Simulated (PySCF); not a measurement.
# AgBr: the cost of one run

Computed with PySCF 2.14.0, with density-fitted response routines of our own, on a single molecule in the gas phase. Atoms are numbered from 0 throughout.

### 1 Starting geometry

2 atoms, charge 0, multiplicity 1; geometry from: GFN2-xTB.

Bonds of the start (Å): Br0–Ag1 2.34.

### 2 Geometry optimisation at PBE0-D3(BJ)/def2-TZVP

The job: settings as JSON, then the geometry in Å.

```
{"job": {"xc": "PBE0", "basis": "def2-TZVP", "d3": "d3bj", "grid": 2, "kind": "geom"}, "charge": 0, "multiplicity": 1}
Br     0.000000     0.000000     0.000000
Ag     0.000000     0.000000     2.342200
```

Q: Estimate the wall time of this first job on 2 threads of AMD EPYC 7R43 (Zen 3), shared host.

About 8.5 s.
